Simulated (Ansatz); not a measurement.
# NiMoIrPdW (P3m1) in Ansatz: notebook

One crystal, NiMoIrPdW, is run at these levels: PBE, PBE+U, LDA; tasks: density of states, single point, projected density of states, band structure.

Program: Ansatz 0.2.0. These are calculated values, not measurements. Logs are shortened: lines on timing, memory, paths and dates and some standing lists are left out, and cuts for length are marked.

**1. The structure**

The structure is trigonal, space group P3m1 (No. 156). Conventional cell: a = 4.117 Å, b = 4.117 Å, c = 5.446 Å, α = 90.00°, β = 90.00°, γ = 120.00°. Ni (site symmetry 3m) has 3 Mo at 2.38 Å and 3 Ir at 2.69 Å as nearest neighbours. Mo (site symmetry 3m) has 3 Ni at 2.38 Å and 3 Ir at 2.70 Å and 2 Pd at 2.72 to 2.73 Å as nearest neighbours. Around Pd (site symmetry 3m) lie 3 W at 2.68 Å and 2 Mo at 2.72 to 2.73 Å and 3 Ir at 2.77 Å. Ir (site symmetry 3m) has 2 W at 2.66 to 2.78 Å and 3 Ni at 2.69 Å and 3 Mo at 2.70 Å and 3 Pd at 2.77 Å as nearest neighbours. Around W (site symmetry 3m) lie 2 Ir at 2.66 to 2.78 Å and 3 Pd at 2.68 Å and 3 Mo at 2.81 Å and 3 Ni at 2.82 Å.

The cell was built by a generator and needn't be a form met in nature.

**2. Density of states, PBE, collinear spin, ferromagnetic start**

Input file input.yaml:

```yaml
crystal:
  lattice:
    - [4.11705, 0.0, 0.0]
    - [-2.05853, 3.56547, 0.0]
    - [0.0, 0.0, 5.4458]
  atoms:
    - { symbol: Ni, position: [0.0, 0.0, 0.95775], spin: 1.0 }
    - { symbol: Mo, position: [0.66667, 0.33333, 0.96161], spin: 1.0 }
    - { symbol: Pd, position: [0.66667, 0.33333, 0.46295] }
    - { symbol: Ir, position: [0.33333, 0.66667, 0.72572], spin: 0.6 }
    - { symbol: W, position: [0.33333, 0.66667, 0.23642] }
kpoints:
  mp_grid: { grid: [6, 6, 4] }
scf:
  occupations: { method: fermi_dirac, width: 0.05 }
hamiltonian:
  xc: pbe
  pseudopotentials: { kind: all_electron, datasets: crystal }
magnetization:
  spin_polarized: true
output:
  forces: true
  stress: true
  eigenvalues: true
  dos: { projected: false, de: 0.1, e_range: [-20, 10] }
```

Potentials or basis: all-electron PAW datasets made for the crystal.

Launch:

```bash
$ ansatz run input.yaml --threads 8 --pin off --max-ram 24576MiB --backend cpu --events-out ev --progress --plain --runs-dir out
```

Log:

```text
Warning: the atoms were moved onto the symmetric positions of the space group found under crystal.symmetry.tolerance 1.0e-5 (fractional; no operation is sought that the atoms, as they stand in a round, miss by more than twice it, and no atom is moved by as much as it), and the run uses the moved positions. Before a round's move an operation carried an atom to 4.12e-5 Å from where it should land, the largest such distance. Atom 1 (counting from 0) moved farthest, by 2.38e-5 Å; the longest move in fractions of the cell, of whichever atom, is 0.47 of the tolerance, in 1 round. To run the atoms as typed, lower crystal.symmetry.tolerance until the operations that they miss are no longer found, or set crystal.symmetry.detect: false (a key that needs symmetry detection or time reversal refuses this as the deck is read). The positions used, in the order of the run's atom list: position: [0.0, 0.0, 0.95775]; position: [0.6666666666666666, 0.3333333333333333, 0.96161]; position: [0.6666666666666666, 0.3333333333333333, 0.46295]; position: [0.3333333333333333, 0.6666666666666666, 0.72572]; position: [0.3333333333333333, 0.6666666666666666, 0.23642]; The lattice was moved too: crystal.lattice keeps the space group found at crystal.symmetry.tolerance 1.0e-5 only nearly: the operation that it misses by the most changes a squared length by the fraction 2.80e-6. The run uses the lattice that is a stretch of the typed one, with no rotation, onto the one that keeps every operation to a double's rounding (on a very oblique basis the stretch itself rounds by more); the deck's lattice vector that moved farthest moved by 2.89e-6 Å. To run the lattice as typed, set crystal.symmetry.tolerance under 1.34e-6, the least fraction by which an operation that the lattice misses changes a squared length (the same key also sets how far an atom may lie from its image, so lowering it can lose operations that the atoms keep only within it), or set crystal.symmetry.detect: false, as for the atoms. crystal.lattice made exact, in Å and degrees: [[4.117050064288548, 2.8867513460320246e-6, 0.0], [-2.0585275321442738, 3.565468500950565, 0.0], [0.0, 0.0, 5.4458]]. Pasted over the deck's crystal.lattice, beside positions in fractional coordinates, it runs the same cell (given as lengths and angles, that cell in the form's own orientation, a rigid turn of the misfit's size from the one run here, for which a checkpoint.post_process_only pass over this run's state can be refused: where this run relaxes nothing, give such a pass this deck's own crystal.lattice, as typed; behind a relaxation, as crystal.lattice, the state's own cell, identity.cell in its checkpoint.json), and a matrix so pasted ends this notice, except on a very skew basis of the lattice, where the rounding of the pasted numbers themselves can read as a misfit: the cell is then moved again, and that move is told again. The lattice as run is in this notice's lattice.as_run_ang field (Run.prep()["deck_notices"] in Python, the deck_notice line of an events file, deck_notices of ansatz run --dry-run=json, or deck_notices in record.json in the deck's checkpoint.write directory).
Warning: RAYON_NUM_THREADS=8 ignored (pool sized by the plan → 8); use --threads N
hamiltonian.pseudopotentials.datasets: crystal makes datasets for this crystal and solves the spheres of its atoms anew in each pass: cutoff 440.0 eV, the density's 1760.0 eV; for an error of 0.50 meV an atom under PBE, 2.5 meV for the cell; an energy difference from a run of another recipe may be off by several times the error for the cell, under r2SCAN by more, where some 0.1 meV an atom stays at smaller errors; Ni in spheres of 1.180 Å, 18 of its electrons in bands; Mo in spheres of 1.191 Å, 14 of its electrons in bands; Pd in spheres of 1.302 Å, 18 of its electrons in bands; W in spheres of 1.376 Å, 28 of its electrons in bands; Ir in spheres of 1.286 Å, 17 of its electrons in bands
Engine: ansatz 0.2.0, x86_64-unknown-linux-gnu
Pseudopotentials: kind: all_electron
Pseudopotential: Ni, paw, valence charge 18, recommended cutoff 440 eV (normal), crystal/all_electron/pbe/scalar/gaussian/Ni, Koelling and Harmon's equation, gaussian nucleus
Pseudopotential: Mo, paw, valence charge 14, recommended cutoff 440 eV (normal), crystal/all_electron/pbe/scalar/gaussian/Mo, Koelling and Harmon's equation, gaussian nucleus
Pseudopotential: Pd, paw, valence charge 18, recommended cutoff 440 eV (normal), crystal/all_electron/pbe/scalar/gaussian/Pd, Koelling and Harmon's equation, gaussian nucleus
Pseudopotential: Ir, paw, valence charge 17, recommended cutoff 440 eV (normal), crystal/all_electron/pbe/scalar/gaussian/Ir, Koelling and Harmon's equation, gaussian nucleus
Pseudopotential: W, paw, valence charge 28, recommended cutoff 440 eV (normal), crystal/all_electron/pbe/scalar/gaussian/W, Koelling and Harmon's equation, gaussian nucleus
Functional definition: PBE
  parameter kappa = 0.804
  parameter beta = 0.06672455060314922
  exchange = pbe_x(kappa = kappa, mu = beta*pi^2/3)
  correlation = pbe_c(beta = beta)
a search for the magnetic state begins, with frozen cores and fixed partial waves. It gives no result and prints no iterations
the search for the magnetic state of this step took 17 SCF iterations with frozen cores. It stayed in its first state, in which the spheres begin
Crystal: 5 atoms, lattice volume = 79.940 Å³
Basis set: ecut = 440 eV, 1657 PW (Γ), exchange–correlation on 60×60×80 points (8 copies of the dense FFT grid, shifted against one another)
Bands: 59, of which v1, the nominal top of the filled ones, is band 48 counted from 1 (47 counted from 0)
Symmetry: 6 space group operations
Space group: P3m1 (ITA 156), of the structure as read, at distance tolerance 4.3e-5 Å
Magnetic group: BNS 156.49 (UNI 1279), of the structure as read, at distance tolerance 4.3e-5 Å
k-points: 24 of 144 (time reversal used)
Non-local potential: Ni, projectors of the file, l = 0: 3, l = 1: 2, l = 2: 2
Non-local potential: Mo, projectors of the file, l = 0: 2, l = 1: 2, l = 2: 1
Non-local potential: Pd, projectors of the file, l = 0: 2, l = 1: 2, l = 2: 2
Non-local potential: Ir, projectors of the file, l = 0: 2, l = 1: 2, l = 2: 2
Non-local potential: W, projectors of the file, l = 0: 2, l = 1: 2, l = 2: 2, l = 3: 2
PAW form: soft (Blöchl's): semilocal exchange-correlation on the pseudo side does not see the compensation charge
[... 31 lines left out ...]
SCF converged after 15 iterations
Magnetization: -0.0000 μB (47.5000 up, 47.5000 down)
Absolute magnetization: 0.0000 μB (∫|ρ↑−ρ↓|)
Spin contamination: -0.2085 ħ² per cell (⟨S²⟩ above its minimum at these occupations)
Per-site moments (μB) at R_I (Å): [(-6.720225380271644e-9, 0.9805425752038816), (-3.744586714941165e-9, 0.9805425752038816), (-2.322382055347464e-10, 1.1046911867559261), (-1.915824144569529e-9, 1.0991598502500002), (8.017633027425797e-9, 1.0991598502500002)]
Free energy (F): -1213094.373839 eV
Harris-Foulkes:  -1213094.373839 eV  (|F-HF|=2.79e-9)
Internal energy: -1213094.340612 eV  (E = F + TS)
E sigma→0 (E₀):  -1213094.357225 eV
Entropy (-TS):   -0.033227 eV (-6.645 meV/atom)
Past the cutoff: the bands carry plane waves up to 1.75 times it, of which those up to 1.5 times it add -0.000202 eV an atom, each by itself; the spheres take 0.000168 eV an atom off the energy for waves past 1.75 times it
By the cutoff:   a pressure is off by up to 0.006 GPa (1.2 times the spheres' own share and the shells' term, over an atom's volume, and 0.004 GPa: a bound that held against runs at twice the plane waves)
Past the cutoffs: a stress includes 0.0011 GPa for waves and charges beyond them, in addition to the slope of what the spheres take
In the spheres:  the bands' charges fall short by 2.2e-6 e at most (sound up to 1e-3)
Fermi energy:    22.055440 eV
--- Per-component energies (eV) ---
  E_band       = -686.748397
  E_kinetic    = 1431.579338
  E_local      = -10666.822536  (includes V_loc(G=0)·N_el)
  E_nonlocal   = -3968.512781
  E_hartree    = 5470.195577
  E_xc         = -463.604647
  E_vxc        = -601.144026  (∫ρ·V_xc dr)
  E_paw        = -1227751.498560  (= ΣΔE_a)
  E_vpaw       = -35613.016050  (= ΣTr[D̂ρ^β])
  E_ewald      = -14936.450403
  E_smearing   = -0.033227  (= −TS)
  E_closure    = 37790.773401  (closes the sum)
  Σ components = -1213094.373839   (vs F -1213094.373839, Δ=0.00e0)
  The terms above E_closure are by the made datasets' own strengths, without shells solved beside the bands.
--- Forces (eV/Å), atoms counted from 1 ---
  atom   1  Ni    -0.00000000     0.00000000    -0.03838188
  atom   2  Mo     0.00000000     0.00000000     0.16798113
  atom   3  Pd     0.00000000     0.00000000     0.02942222
  atom   4  Ir    -0.00000000     0.00000000    -0.07635029
  atom   5  W     -0.00000000    -0.00000000    -0.08245419
  max |Σ_I F_I| component: 2.17e-4 eV/Å
--- Stress (GPa, compression-positive) ---
       -0.063087      -0.000000       0.000000
       -0.000000      -0.063087      -0.000000
        0.000000      -0.000000       0.216867
  P = ⅓ Tr σ = 0.0302 GPa (0.302 kbar)
--- Band table (eV; the first three rows and the last of 48) ---
  k-point 0 ↑: bands = ["-81.5323", "-70.0563", "-63.0221", "-52.0998", "-42.0376", "-42.0376", "-41.7215", "-38.9207", "-28.7419", "-28.7396", "-28.7396", "-27.0265", "-26.8943", "-26.8943", "-16.3740", "-16.2934", "-16.2934", "-13.0683", "-13.0683", "-12.9822", "-6.4402", "-6.4294", "-6.4294", "-6.4121", "-6.4121", "-6.3954", "-6.3919", "13.7359", "16.4710", "16.8761", "16.8761", "17.0387", "17.0387", "18.1529", "18.5449", "18.5740", "18.5740", "19.3080", "19.3080", "19.5145", "19.7701", "19.7701", "20.2976", "20.2976", "21.0227", "21.2396", "21.2396", "22.8314", "22.8314", "23.8148", "23.8148", "25.0252", "25.0252"]
  k-point 1 ↑: bands = ["-81.5323", "-70.0563", "-63.0221", "-52.0999", "-42.0376", "-42.0376", "-41.7215", "-38.9209", "-28.7407", "-28.7396", "-28.7396", "-27.0239", "-26.8943", "-26.8943", "-16.3827", "-16.2936", "-16.2936", "-13.0683", "-13.0683", "-12.9877", "-6.4405", "-6.4294", "-6.4294", "-6.4121", "-6.4121", "-6.3954", "-6.3919", "14.1572", "16.8652", "17.0194", "17.0194", "17.1684", "17.3234", "17.3234", "18.2713", "18.2713", "18.6756", "18.8635", "18.8635", "19.8928", "19.9132", "19.9132", "20.4520", "20.4520", "21.1239", "21.3402", "21.3402", "22.3790", "22.3790", "24.1139", "24.1139", "24.3636", "24.8777"]
  k-point 2 ↑: bands = ["-81.5323", "-70.0563", "-63.0221", "-52.0999", "-42.0376", "-42.0376", "-41.7215", "-38.9211", "-28.7395", "-28.7395", "-28.7395", "-27.0213", "-26.8943", "-26.8943", "-16.3914", "-16.2939", "-16.2939", "-13.0683", "-13.0683", "-12.9932", "-6.4408", "-6.4294", "-6.4294", "-6.4121", "-6.4121", "-6.3954", "-6.3919", "14.9052", "16.0142", "17.3513", "17.3513", "17.6129", "17.6129", "17.7941", "18.1008", "18.1008", "18.2071", "18.2071", "18.2086", "19.9527", "19.9527", "20.4116", "20.5497", "20.5497", "21.1650", "21.6863", "21.6863", "21.8500", "21.8500", "22.9304", "24.2927", "24.2927", "24.7350"]
  k-point 23 ↓: bands = ["-81.5323", "-70.0562", "-63.0220", "-52.0998", "-42.0443", "-42.0379", "-41.7216", "-38.9122", "-28.7425", "-28.7416", "-28.7407", "-27.0209", "-26.8960", "-26.8943", "-16.3960", "-16.3074", "-16.3036", "-13.0748", "-13.0685", "-12.9807", "-6.4407", "-6.4296", "-6.4296", "-6.4125", "-6.4123", "-6.3961", "-6.3918", "16.7815", "17.3075", "17.3339", "17.8616", "18.0208", "18.0451", "18.1661", "18.1724", "18.3562", "18.3669", "18.9464", "19.1908", "19.7372", "19.8782", "20.0012", "20.0300", "20.0790", "20.2692", "20.9138", "21.0789", "21.4597", "21.7409", "22.7042", "23.1861", "23.8089", "24.2091"]
```

It took 24 s on 8 threads of Intel Xeon 6975P-C (Granite Rapids), shared host; peak memory 2.9 GiB.

What came out:

| Quantity | Value |
| --- | --- |
| Free energy | -1213094.3738 eV |
| Pressure | 0.0 GPa |
| Largest force | 0.168 eV/Å |
| Band gap on the k mesh | none (metal or under the smearing width) |
| Net moment | 0.00 μB per cell |
| Absolute moment | 0.00 μB per cell |

Forces in eV/Å, atoms in the order of the input:
```
Ni   0.000  0.000 -0.038
Mo   0.000  0.000  0.168
Pd   0.000  0.000  0.029
Ir   0.000  0.000 -0.076
W    0.000  0.000 -0.082
```

Levels at points of the mesh, in eV from the Fermi level:
Spin up:
```tsv
k point	band 44	band 45	band 46	band 47	band 48	band 49	band 50	band 51
(0.00, 0.00, 0.00)	-1.76	-1.03	-0.82	-0.82	0.78	0.78	1.76	1.76
(0.00, 0.00, -0.50)	-1.51	-0.89	-0.37	-0.37	-0.21	-0.21	0.87	2.24
(0.00, -0.50, 0.00)	-1.49	-1.09	-0.57	-0.32	0.91	1.14	1.23	1.56
(0.00, -0.50, -0.50)	-1.75	-1.69	-0.96	-0.94	-0.39	-0.02	0.32	1.06
```
Spin down:
```tsv
k point	band 45	band 46	band 47	band 48	band 49	band 50
(0.00, 0.00, 0.00)	-1.03	-0.82	-0.82	0.78	0.78	1.76
(0.00, 0.00, -0.50)	-0.89	-0.37	-0.37	-0.21	-0.21	0.87
(0.00, -0.50, 0.00)	-1.09	-0.57	-0.32	0.91	1.14	1.23
(0.00, -0.50, -0.50)	-1.69	-0.96	-0.94	-0.39	-0.02	0.32
```

States per cell in windows of 1 eV (zero at the Fermi level; states under -8 eV left out):
```
from (eV)    up  down
     -8.0  0.23  0.23
     -7.0  0.57  0.57
     -6.0  2.23  2.23
     -5.0  3.85  3.85
     -4.0  3.91  3.91
     -3.0  3.74  3.74
     -2.0  3.85  3.85
     -1.0  2.18  2.18
      0.0  2.13  2.13
      1.0  1.95  1.95
      2.0  2.51  2.51
      3.0  0.87  0.87
      4.0  0.92  0.92
      5.0  0.58  0.58
      6.0  0.43  0.43
      7.0  0.65  0.65
```

Caveat: the k mesh is thin for a metal, which can move the energy by tens of meV per atom; the program warned that the printed levels may be off, so bands, gaps and densities of states are rough; the starting moments weren't kept.

**3. Single point, PBE+U, collinear spin, ferromagnetic start**

Edit input.yaml of step 2 so:

```diff
@@ -17,3 +17,12 @@
   xc: pbe
-  pseudopotentials: { kind: all_electron, datasets: crystal }
+  pseudopotentials: { kind: all_electron, lapw: { basis_error: 0.002 } }
+  hubbard:
+    sites:
+      - { species: Ir, l: d, u_eff: 3 }
+      - { species: Mo, l: d, u_eff: 3 }
+      - { species: Ni, l: d, u_eff: 3 }
+      - { species: Pd, l: d, u_eff: 3 }
+      - { species: W, l: d, u_eff: 3 }
+    double_counting: fll
+    projectors: ortho-atomic
 magnetization:
@@ -24,2 +33,2 @@
   eigenvalues: true
-  dos: { projected: false, de: 0.1, e_range: [-20, 10] }
+  hubbard: {}
```

Potentials or basis: all-electron LAPW, scalar-relativistic.

Launch:

```bash
$ ansatz run input.yaml --threads 8 --pin off --max-ram 24576MiB --backend cpu --events-out ev --progress --plain --runs-dir out
```

It took 4 min on 8 threads of AMD EPYC 9R45 (Zen 5), shared host; peak memory 4.4 GiB.

Results (log left out):

* Free energy: -1213081.9547 eV
* Pressure: 3.7 GPa
* Largest force: 0.456 eV/Å
* Band gap on the k mesh: none (metal or under the smearing width)
* Net moment: -0.34 μB per cell
* Absolute moment: 2.57 μB per cell
* Site moments: Ni -0.04; Mo +0.72; Pd +0.01; Ir +0.18; W -1.09 μB

Forces in eV/Å, atoms in the order of the input:
```
Ni   0.000  0.000 -0.194
Mo   0.000  0.000  0.263
Pd   0.000  0.000  0.285
Ir   0.000  0.000  0.102
W    0.000  0.000 -0.456
```

Stress tensor (GPa, compression positive):
```
3.72 0.00 0.00
0.00 3.72 0.00
0.00 0.00 3.58
```

Levels at points of the mesh, in eV from the Fermi level:
Spin up:
```
             k point  band 78  band 79  band 80  band 81  band 82  band 83  band 84  band 85
  (0.00, 0.00, 0.00)    -1.91    -1.23    -0.94    -0.94     0.77     0.77     2.24     2.24
 (0.00, 0.00, -0.50)    -1.74    -0.97    -0.38    -0.38    -0.12    -0.12     1.20     2.62
 (0.00, -0.50, 0.00)    -1.59    -1.20    -0.64    -0.40     1.02     1.27     1.75     1.99
(0.00, -0.50, -0.50)    -1.93    -1.70    -1.06    -0.91     0.22     0.25     0.67     1.40
```
Spin down:
| k point | band 79 | band 80 | band 81 | band 82 | band 83 | band 84 |
| --- | --- | --- | --- | --- | --- | --- |
| (0.00, 0.00, 0.00) | -1.10 | -1.03 | -1.03 | 0.99 | 0.99 | 1.70 |
| (0.00, 0.00, -0.50) | -1.07 | -0.79 | -0.79 | -0.20 | -0.20 | 1.18 |
| (0.00, -0.50, 0.00) | -1.00 | -0.91 | -0.43 | 1.06 | 1.19 | 1.19 |
| (0.00, -0.50, -0.50) | -1.58 | -1.54 | -0.96 | -0.36 | -0.33 | 0.39 |

Caveat: the k mesh is thin for a metal, which can move the energy by tens of meV per atom; the magnetic state may not be the lowest; the U is typed as a test and isn't derived for this compound.

(Part 1 of 2 ends here.)
